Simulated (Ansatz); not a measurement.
# FHISi, SMILES F[SiH]I: a rigid scan of one bond length

Program: Ansatz 0.2.0, Python API.

Notebook, run cell by cell (the value of a cell's last expression is shown):

**Cell 1**
```python
import ansatz as az
import numpy as np
```

**Cell 2**
```python
BASIS = 'def2-SVP'
FUNCTIONAL = 'cam_b3lyp'

molecule = (
    az.Crystal.molecule()
    .atom('F', (-1.1711, -0.1876, 1.0503))
    .atom('Si', (-0.3662, -0.2388, -0.3148))
    .atom('I', (1.9352, -0.7227, 0.2512))
    .atom('H', (-0.3424, 1.0888, -1.0071))
)
```

**Cell 3**
```python
symbols = [site.symbol for site in molecule.cartesian_sites]
start = np.array([site.position_ang for site in molecule.cartesian_sites])
axis = (start[0] - start[1]) / np.linalg.norm(start[0] - start[1])
moving = [0]
lengths, energies = [1.35, 1.46, 1.59, 1.74, 1.98, 2.38, 2.85, 3.49], []
for length in lengths:
    xyz = start.copy()
    xyz[moving] += (length - np.linalg.norm(start[0] - start[1])) * axis
    point = az.Crystal.molecule()
    for symbol, place in zip(symbols, xyz):
        point = point.atom(symbol, place.tolist())
    calculation = point.calculation().basis(gaussian=BASIS).functional(FUNCTIONAL).spin('collinear', total=1)
    report = calculation.run(threads=1).report
    energies.append(report['free_energy_ev'])
    print(f'r = {length:6.3f} A  E = {energies[-1]:.5f} eV  <S^2> = {abs(report["mean_field"]["state"]["spin_squared"]):.3f}')
```
Output:
```text
r =  1.350 A  E = -18705.36559 eV  <S^2> = 0.752
r =  1.460 A  E = -18706.87459 eV  <S^2> = 0.753
r =  1.590 A  E = -18707.44597 eV  <S^2> = 0.753
r =  1.740 A  E = -18707.26254 eV  <S^2> = 0.753
r =  1.980 A  E = -18706.24013 eV  <S^2> = 0.754
r =  2.380 A  E = -18704.36577 eV  <S^2> = 0.773
r =  2.850 A  E = -18703.07118 eV  <S^2> = 0.874
r =  3.490 A  E = -18702.45961 eV  <S^2> = 0.815
```

**Cell 4**
```python
print('energy above the lowest point (eV):', [round(e - min(energies), 3) for e in energies])
```
Output:
```text
energy above the lowest point (eV): [2.08, 0.571, 0.0, 0.183, 1.206, 3.08, 4.375, 4.986]
```

Caveats:
- Total energies depend on the basis set; only differences at equal settings carry meaning.
- The rest of the molecule is held rigid at a force-field or estimated start geometry, and the basis set is modest; single-reference methods fail as a bond breaks.
- def2 sets replace the cores of elements past krypton by effective core potentials.
- The species is open-shell (spin multiplicity 2).
- The expectation value of S² is noticeably off S(S+1) in at least one run, so that state is spin-contaminated.
- Spin-orbit coupling of the heavy open-shell atom is left out.
- Run time: 39 s on 1 thread of Arm Neoverse V1, on a shared host, peak memory 0.27 GiB.
